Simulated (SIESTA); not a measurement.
# Ba in SIESTA: convergence with k mesh

The system is Ba, a slab with vacuum.

```
Ba
1.0
     4.57168    0.00000    0.00000
    -2.28584    3.95919    0.00000
     0.00000    0.00000   22.46552
Ba
3
Direct
  0.66667 0.33333 0.33384
  0.33333 0.66667 0.50000
  0.00000 0.00000 0.66616
```

```yaml
Program: SIESTA 5.4.2
Task: single point
Functional: LDA
Potentials_or_basis: PseudoDojo 0.4 standard (LDA files)
Basis: DZP (energy shift 0.003 Ry; two zetas on semicore shells; d shell added on Ba)
Grid_cutoff: 500 Ry
Energy_shift: 0.003 Ry
k_mesh: 2 × 2 × 1
Occupations: fermi-dirac, width 0.05 eV
Spin: no spin polarisation
```

These are the settings of the first run; the series varies k mesh, with any setting tied to it.

Hardware: 1 thread of AMD EPYC 7R43 64-Core Processor (Zen 3), on a shared host.

| k mesh | energy less the tightest run, at zero smearing (meV/atom) | largest force (eV/Å) | gap on the mesh (eV) | SCF cycles | CPU time (s) | peak memory (GiB) |
| --- | --- | --- | --- | --- | --- | --- |
| 2 × 2 × 1 | -322.93 | 0.348 | 0.512 | 12 | 29 | 0.4 |
| 3 × 3 × 1 | 66.56 | 0.212 | 0.000 | 13 | 32 | 0.4 |
| 4 × 4 × 1 | 18.95 | 0.247 | 0.000 | 13 | 33 | 0.41 |
| 5 × 5 × 1 | 3.86 | 0.227 | 0.111 | 13 | 31 | 0.41 |
| 6 × 6 × 1 | -3.54 | 0.226 | 0.000 | 13 | 32 | 0.4 |
| 7 × 7 × 1 | -4.35 | 0.231 | 0.000 | 13 | 32 | 0.41 |
| 9 × 9 × 1 | 0.00 | 0.235 | 0.000 | 12 | 33 | 0.41 |

Against the tightest run, the largest force stays within 0.005 eV/Å from 7 × 7 × 1 on; the gap on the mesh stays within 0.01 eV from 6 × 6 × 1 on. Not settled before the last step: the energy (to 1 meV/atom). Meshes of other sizes hit other points, so gaps and Fermi surfaces needn't settle smoothly. The tightest run that finished is the yardstick and may itself not be fully converged.

Caveat, for the tightest run too: the basis of atomic orbitals isn't converged, which shifts pressures, moduli and gaps. The run has no spin-orbit coupling, so splittings on Ba are missing.
